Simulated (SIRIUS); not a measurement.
# HfIn4SiO6 (C2) in SIRIUS: reference runs

Aim: a first look at HfIn4SiO6 with PBE, on the cell as given.

All numbers are computed with SIRIUS 7.12.0; they aren't measurements. Logs are shortened: lines on timing, memory, paths and dates and some standing lists are left out, and cuts for length are marked. The log counts tension as positive stress, the text compression.

**1. Starting point**

Symmetry: C2, No. 5, monoclinic system. The conventional cell has a = 5.432 Å, b = 9.407 Å, c = 7.636 Å, α = 90.00°, β = 104.07°, γ = 90.00°. Hf (site symmetry 2) has 6 O at 2.13 to 2.14 Å as nearest neighbours. In (site symmetry 2) has 2 O at 2.73 Å and 4 In at 3.12 Å as nearest neighbours. Around In (site symmetry 2) lie 6 O at 2.23 Å. Around In (site symmetry 2) lie 2 O at 2.73 Å and 3 In at 3.07 to 3.12 Å. In (site symmetry 2) is surrounded by 2 O at 2.73 Å and 3 In at 3.07 to 3.12 Å. Si (site symmetry 2) is surrounded by 6 O at 1.85 Å. O (site symmetry 1) has 1 Si at 1.85 Å as nearest neighbours. O (site symmetry 1) has 1 Si at 1.85 Å as nearest neighbours.

The cell was built by a generator and needn't be a form met in nature.

**2. Single point, PBE**

The input, sirius.json:

```json
{
  "control": {
    "processing_unit": "cpu",
    "verbosity": 2,
    "num_bands_to_print": 68,
    "print_forces": true,
    "print_stress": true
  },
  "parameters": {
    "electronic_structure_method": "pseudopotential",
    "xc_functionals": ["XC_GGA_X_PBE", "XC_GGA_C_PBE"],
    "gk_cutoff": 9.2,
    "pw_cutoff": 18.4,
    "ngridk": [6, 6, 4],
    "shiftk": [0, 0, 0],
    "smearing": "fermi_dirac",
    "smearing_width": 0.0018374661,
    "num_bands": 68,
    "num_mag_dims": 0,
    "num_dft_iter": 100,
    "energy_tol": 1e-08,
    "density_tol": 1e-06
  },
  "iterative_solver": {
    "type": "davidson",
    "min_tolerance": 1e-10
  },
  "mixer": {
    "type": "anderson",
    "beta": 0.7,
    "max_history": 8
  },
  "settings": {
    "tol_ne": 1e-10,
    "pseudo_grid_cutoff": 6.5
  },
  "unit_cell": {
    "lattice_vectors": [
      [5.132212695565, -8.888459108006, 0.015741418618],
      [5.132212695565, 8.888459108006, 0.015741418618],
      [-3.551078847091, 0.0, 13.986373274409]
    ],
    "atom_coordinate_units": "lattice",
    "atom_types": ["Hf", "In", "Si", "O"],
    "atom_files": {
      "Si": "Si.json",
      "O": "O.json",
      "In": "In.json",
      "Hf": "Hf.json"
    },
    "atoms": {
      "Hf": [
        [0.78835, 0.21165, 0.0]
      ],
      "In": [
        [0.62175, 0.37825, 0.5],
        [0.45502, 0.54498, 0.0],
        [0.28407, 0.71593, 0.5],
        [0.95814, 0.04186, 0.5]
      ],
      "Si": [
        [0.12168, 0.87832, 0.0]
      ],
      "O": [
        [0.06219, 0.11415, 0.86666],
        [0.88585, 0.93781, 0.13334],
        [0.7949, 0.53784, 0.86663],
        [0.46216, 0.2051, 0.13337],
        [0.15352, 0.62879, 0.13333],
        [0.37121, 0.84648, 0.86667]
      ]
    }
  }
}
```

Potentials or basis: PseudoDojo 0.4.1 PBE standard (scalar relativistic).

Run with:

```console
upf_to_json Si.upf
upf_to_json O.upf
upf_to_json In.upf
upf_to_json Hf.upf
OMP_NUM_THREADS=4 sirius.scf --input=sirius.json --output=out.json --task=0
```

Output:

```text
[info] SIRIUS version : 7.12.0
[info] number of MPI ranks           : 1
[info] MPI grid                      : 1 1
[info] maximum number of OMP threads : 4
[fft] FFT context for density and potential
[fft] =====================================
[fft]   comm size                             : 1
[fft]   plane wave cutoff                     : 18.4
[fft]   grid size                             : 64 64 90   total : 368640
[fft]   grid limits                           : -31 32   -31 32   -44 45
[fft]   number of G-vectors within the cutoff : 67149
[fft]   local number of G-vectors             : 67149
[fft]   number of G-shells                    : 34071
[fft] FFT context for coarse grid
[fft] =====================================
[fft]   comm size                             : 1
[fft]   plane wave cutoff                     : 18.4
[fft]   grid size                             : 64 64 90   total : 368640
[fft]   grid limits                           : -31 32   -31 32   -44 45
[fft]   number of G-vectors within the cutoff : 67149
[fft]   local number of G-vectors             : 67149
[fft]   number of G-shells                    : 34071
[unit cell] lattice vectors
[unit cell]   a1 :       5.1322126956     -8.8884591080      0.0157414186
[unit cell]   a2 :       5.1322126956      8.8884591080      0.0157414186
[unit cell]   a3 :      -3.5510788471      0.0000000000     13.9863732744
[unit cell] reciprocal lattice vectors
[unit cell]   b1 :       0.6116558780     -0.3534462628      0.1552967454
[unit cell]   b2 :       0.6116558780      0.3534462628      0.1552967454
[unit cell]   b3 :      -0.0013768160      0.0000000000      0.4488866414
[unit cell] unit cell volume :      1277.03943398 [a.u.^3]
[unit cell] 1/sqrt(omega)    :         0.02798323
[unit cell] MT volume        :         0.00000000 ( 0.00%)
[unit cell] IT volume        :      1277.03943398 (100.00%)
[unit cell] number of atom types : 4
[unit cell] type id : 0 symbol : Hf mt_radius :  16.550000 num_atoms : 1
[unit cell] type id : 1 symbol : In mt_radius :  19.630000 num_atoms : 4
[unit cell] type id : 2 symbol : Si mt_radius :  15.090000 num_atoms : 1
[unit cell] type id : 3 symbol :  O mt_radius :   9.350000 num_atoms : 6
[unit cell] total number of atoms : 12
[unit cell] number of symmetry classes : 9
[unit cell] number of PAW atoms : 0
[unit cell] atom id  type id  class id             position                      vector_field
[unit cell] ------------------------------------------------------------------------------------------
[unit cell]      0        0        0      0.78835   0.21165   0.00000      0.00000   0.00000   0.00000
[unit cell]      1        1        1      0.62175   0.37825   0.50000      0.00000   0.00000   0.00000
[unit cell]      2        1        2      0.45502   0.54498   0.00000      0.00000   0.00000   0.00000
[unit cell]      3        1        3      0.28407   0.71593   0.50000      0.00000   0.00000   0.00000
[unit cell]      4        1        4      0.95814   0.04186   0.50000      0.00000   0.00000   0.00000
[unit cell]      5        2        5      0.12168   0.87832   0.00000      0.00000   0.00000   0.00000
[unit cell]      6        3        6      0.06219   0.11415   0.86666      0.00000   0.00000   0.00000
[unit cell]      7        3        6      0.88585   0.93781   0.13334      0.00000   0.00000   0.00000
[unit cell]      8        3        7      0.79490   0.53784   0.86663      0.00000   0.00000   0.00000
[unit cell]      9        3        7      0.46216   0.20510   0.13337      0.00000   0.00000   0.00000
[unit cell]     10        3        8      0.15352   0.62879   0.13333      0.00000   0.00000   0.00000
[unit cell]     11        3        8      0.37121   0.84648   0.86667      0.00000   0.00000   0.00000
[unit cell] atom id         position (Cartesian, a.u.)
[unit cell] ---------------------------------------------
[unit cell]      0       5.132213   -5.125974    0.015741
[unit cell]      1       3.356673   -2.164340    7.008928
[unit cell]      2       5.132213    0.799606    0.015741
[unit cell]      3       3.356673    3.838570    7.008928
[unit cell]      4       3.356673   -8.144317    7.008928
[unit cell]      5       5.132213    6.725364    0.015741
[unit cell]      6      -2.172564    0.461844   12.124206
[unit cell]      7       8.885910    0.461844    1.893650
[unit cell]      8       3.762434   -2.284867   12.141990
[... 484 lines left out ...]
[find] smearing (-TS)                 :      -0.00086445
[find] SCF correction                 :      -0.00000182
[find] Total energy                   :    -425.96906815 (Ha),    -851.93813630 (Ry)
[find] Free energy (E-TS)             :    -425.96993261 (Ha),    -851.93986521 (Ry)
[find] band gap (eV)                  :       0.00000000
[find] Efermi                         :       0.38782618
[ground_state] === stress tensor components [kbar] ===
[ground_state] === stress_kin ===
[ground_state] -38352.543051    0.000000    1.608213
[ground_state]     0.000000-38352.593038    0.000000
[ground_state]     1.608213    0.000000-38667.263412
[ground_state] === stress_har ===
[ground_state] -11076.695904    0.000000   -9.071641
[ground_state]     0.000000-11060.077638    0.000000
[ground_state]    -9.071641    0.000000-1316.799112
[ground_state] === stress_ewald ===
[ground_state] 16253.305358    0.000000  -16.500080
[ground_state]     0.00000016274.264460    0.000000
[ground_state]   -16.500080    0.00000031344.441832
[ground_state] === stress_vloc ===
[ground_state] 13380.598178    0.000000   24.548823
[ground_state]     0.00000013343.202199    0.000000
[ground_state]    24.548823    0.000000-11316.538461
[ground_state] === stress_xc ===
[ground_state] -7943.780311    0.000000    0.004761
[ground_state]     0.000000-7943.769361    0.000000
[ground_state]     0.004761    0.000000-7927.424905
[ground_state] === stress_core ===
[ground_state] 14098.124793    0.000000   -0.038786
[ground_state]     0.00000014098.094834    0.000000
[ground_state]    -0.038786    0.00000014103.505529
[ground_state] === stress_nonloc ===
[ground_state] 13644.645869    0.000000   -0.615818
[ground_state]     0.00000013645.248094    0.000000
[ground_state]    -0.615818    0.00000013785.082751
[ground_state] === stress_us_nl ===
[ground_state] 13644.645869    0.000000   -0.615818
[ground_state]     0.00000013645.248094    0.000000
[ground_state]    -0.615818    0.00000013785.082751
[ground_state] === stress_total ===
[ground_state]     3.654933    0.000000   -0.064526
[ground_state]     0.000000    4.369551    0.000000
[ground_state]    -0.064526    0.000000    5.004221
[ground_state] ==== total Forces in Ha/bohr =====
[ground_state] atom:    0, force:       0.0000000      0.0001376      0.0000000
[ground_state] atom:    1, force:       0.0000000      0.0000938      0.0000000
[ground_state] atom:    2, force:       0.0000000      0.0000296      0.0000000
[ground_state] atom:    3, force:       0.0000000     -0.0001317      0.0000000
[ground_state] atom:    4, force:       0.0000000      0.0000227      0.0000000
[ground_state] atom:    5, force:       0.0000000      0.0000851      0.0000000
[ground_state] atom:    6, force:      -0.0008516      0.0012217      0.0010235
[ground_state] atom:    7, force:       0.0008516      0.0012217     -0.0010235
[ground_state] atom:    8, force:      -0.0006177     -0.0014643      0.0009838
[ground_state] atom:    9, force:       0.0006177     -0.0014643     -0.0009838
[ground_state] atom:   10, force:      -0.0014003      0.0001206     -0.0009738
[ground_state] atom:   11, force:       0.0014003      0.0001206      0.0009738
[ground_state] ==== ultrasoft contribution from Qij =====
[ground_state] atom:    0, force:       0.0000000      0.0000000      0.0000000
[ground_state] atom:    1, force:       0.0000000      0.0000000      0.0000000
[ground_state] atom:    2, force:       0.0000000      0.0000000      0.0000000
[ground_state] atom:    3, force:       0.0000000      0.0000000      0.0000000
[ground_state] atom:    4, force:       0.0000000      0.0000000      0.0000000
[ground_state] atom:    5, force:       0.0000000      0.0000000      0.0000000
[ground_state] atom:    6, force:       0.0000000      0.0000000      0.0000000
[ground_state] atom:    7, force:       0.0000000      0.0000000      0.0000000
[ground_state] atom:    8, force:       0.0000000      0.0000000      0.0000000
[ground_state] atom:    9, force:       0.0000000      0.0000000      0.0000000
[ground_state] atom:   10, force:       0.0000000      0.0000000      0.0000000
[ground_state] atom:   11, force:       0.0000000      0.0000000      0.0000000
[ground_state] ==== non-local contribution from Beta-projector =====
[ground_state] atom:    0, force:       0.0000000      0.0003083      0.0000000
[ground_state] atom:    1, force:       0.0000000     -0.0071177      0.0000000
[ground_state] atom:    2, force:       0.0000000     -0.0002337      0.0000000
[ground_state] atom:    3, force:       0.0000000      0.0164705      0.0000000
[ground_state] atom:    4, force:       0.0000000     -0.0098965      0.0000000
[ground_state] atom:    5, force:       0.0000000      0.0004947      0.0000000
[ground_state] atom:    6, force:      -0.0472251     -0.0276789      0.3633056
[ground_state] atom:    7, force:       0.0472251     -0.0276789     -0.3633056
[ground_state] atom:    8, force:       0.0470244     -0.0261437      0.3637241
[ground_state] atom:    9, force:      -0.0470244     -0.0261437     -0.3637241
[ground_state] atom:   10, force:       0.0018816      0.0549975     -0.3635578
[ground_state] atom:   11, force:      -0.0018816      0.0549975      0.3635578
[ground_state] ==== contribution from local potential =====
[ground_state] atom:    0, force:       0.0000000      0.0043261      0.0000000
[ground_state] atom:    1, force:       0.0000000     -0.1048066      0.0000000
[ground_state] atom:    2, force:       0.0000000     -0.0100362      0.0000000
[ground_state] atom:    3, force:       0.0000000      0.5461270      0.0000000
[ground_state] atom:    4, force:       0.0000000     -0.4456872      0.0000000
[ground_state] atom:    5, force:       0.0000000     -0.0022819      0.0000000
[ground_state] atom:    6, force:       0.2630544      0.6906680      4.2252062
[ground_state] atom:    7, force:      -0.2630544      0.6906680     -4.2252062
[ground_state] atom:    8, force:      -0.7598938     -0.1256607      4.2239551
[ground_state] atom:    9, force:       0.7598938     -0.1256607     -4.2239551
[ground_state] atom:   10, force:      -0.4782036     -0.5599798     -4.2189840
[ground_state] atom:   11, force:       0.4782036     -0.5599798      4.2189840
[ground_state] ==== contribution from core density =====
[ground_state] atom:    0, force:       0.0000000      0.0000949      0.0000000
[ground_state] atom:    1, force:       0.0000000      0.0000172      0.0000000
[ground_state] atom:    2, force:       0.0000000     -0.0000560      0.0000000
[ground_state] atom:    3, force:       0.0000000     -0.0004117      0.0000000
[ground_state] atom:    4, force:       0.0000000      0.0003952      0.0000000
[ground_state] atom:    5, force:       0.0000000     -0.0000397      0.0000000
[ground_state] atom:    6, force:       0.0005874      0.0010317     -0.0095007
[ground_state] atom:    7, force:      -0.0005874      0.0010317      0.0095007
[ground_state] atom:    8, force:      -0.0011635     -0.0000292     -0.0095132
[ground_state] atom:    9, force:       0.0011635     -0.0000292      0.0095132
[ground_state] atom:   10, force:      -0.0006365     -0.0010419      0.0095101
[ground_state] atom:   11, force:       0.0006365     -0.0010419     -0.0095101
[ground_state] ==== Ewald forces from ions =====
[ground_state] atom:    0, force:       0.0000000     -0.0045917      0.0000000
[ground_state] atom:    1, force:       0.0000000      0.1120004      0.0000000
[ground_state] atom:    2, force:       0.0000000      0.0103555      0.0000000
[ground_state] atom:    3, force:       0.0000000     -0.5623172      0.0000000
[ground_state] atom:    4, force:       0.0000000      0.4552116      0.0000000
[ground_state] atom:    5, force:       0.0000000      0.0019121      0.0000000
[ground_state] atom:    6, force:      -0.2172684     -0.6627992     -4.5779877
[ground_state] atom:    7, force:       0.2172684     -0.6627992      4.5779877
[ground_state] atom:    8, force:       0.7134153      0.1503691     -4.5771822
[ground_state] atom:    9, force:      -0.7134153      0.1503691      4.5771822
[ground_state] atom:   10, force:       0.4755582      0.5061447      4.5720580
[ground_state] atom:   11, force:      -0.4755582      0.5061447     -4.5720580
[~DFT_ground_state] local op. applied: 143910
[~DFT_ground_state] evp. work count: 8571.34
[~DFT_ground_state] number of iterative solver steps: 4108
```

Run time: 7.2 min. Hardware: 4 threads of Intel Xeon 6975P-C (Granite Rapids), shared host; peak memory 5 GiB.

What came out:

| Quantity | Value |
| --- | --- |
| Free energy | -11591.2324 eV |
| Pressure | -0.4 GPa |
| Largest force | 0.096 eV/Å |
| Band gap on the k mesh | none (metal or under the smearing width) |

Forces on the atoms (eV/Å):
```
Hf   0.000  0.007  0.000
In   0.000  0.005  0.000
In   0.000  0.002  0.000
In   0.000 -0.007  0.000
In   0.000  0.001  0.000
Si   0.000  0.004  0.000
O   -0.044  0.063  0.053
O    0.044  0.063 -0.053
O   -0.032 -0.075  0.051
O    0.032 -0.075 -0.051
O   -0.072  0.006 -0.050
O    0.072  0.006  0.050
```

Stress tensor (GPa, compression positive):
```
-0.37  0.00  0.01
 0.00 -0.44  0.00
 0.01  0.00 -0.50
```

Spin-orbit coupling is left out, which matters for the levels of Hf.
